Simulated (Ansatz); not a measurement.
Working through the interaction energy of a dimer with the counterpoise correction of BH₄P, SMILES BP

With Ansatz's Python interface.

Run as a notebook:

```python
import ansatz

FIRST = [
    ('B', (-0.8611, -0.003, -0.0633)),
    ('P', (0.9719, 0.1312, -0.6482)),
    ('H', (-1.5925, 0.9141, -0.2008)),
    ('H', (-1.2521, -0.9994, 0.4362)),
    ('H', (1.3863, -1.0746, 0.0482)),
    ('H', (1.3475, 1.0318, 0.4279)),
]
SECOND = [
    ('B', (0.0118, 3.1285, 2.1106)),
    ('P', (-0.8986, 3.9053, 3.6232)),
    ('H', (0.1043, 1.9548, 2.0173)),
    ('H', (0.4807, 3.8249, 1.2798)),
    ('H', (-0.4116, 5.2472, 3.3531)),
    ('H', (0.1656, 3.5716, 4.554)),
]
```

```python
def energy(atoms, ghosts=()):
    molecule = ansatz.Crystal.molecule()
    for symbol, xyz in atoms:
        molecule = molecule.atom(symbol, xyz)
    calc = (
        molecule.calculation()
        .basis(gaussian='def2-SVP')
        .functional('r2scan')
    )
    deck = calc.input()
    if ghosts:
        deck = deck.set(ansatz.key.basis.gaussian.ghost_atoms, [{'symbol': s, 'position_ang': list(xyz)} for s, xyz in ghosts])
    return ansatz.Session.from_dict(deck).plan().execute().report['free_energy_ev']
```

```python
both = energy(FIRST + SECOND)
alone = energy(FIRST) + energy(SECOND)
ghosted = energy(FIRST, SECOND) + energy(SECOND, FIRST)
print(f'dimer {both:.6f} eV')
print(f'interaction, uncorrected   {23.060548 * (both - alone):8.3f} kcal/mol')
print(f'interaction, counterpoise  {23.060548 * (both - ghosted):8.3f} kcal/mol')
print(f'basis-set superposition    {23.060548 * (alone - ghosted):8.3f} kcal/mol')
```

    dimer -20048.803955 eV
    interaction, uncorrected      0.227 kcal/mol
    interaction, counterpoise     0.443 kcal/mol
    basis-set superposition       0.216 kcal/mol

Uncorrected it is 0.227 kcal/mol, with the counterpoise correction 0.443 kcal/mol; the difference, 0.22 kcal/mol, is the superposition error. In this basis both values are repulsive.

Notes:
- Total energies depend on the basis set; only differences at equal settings carry meaning.
- The dimer is a generated trial pose of unrelaxed monomers, not a minimum, so the figure is no binding energy, and the basis set is small.
- This level lacks the dispersion part of the attraction (electrostatics and induction are there), which can decide the sign where the interaction is weak.
- Wall time of the script: 17 s on 1 thread of Arm Neoverse V2, on a shared host, peak memory 0.21 GiB.
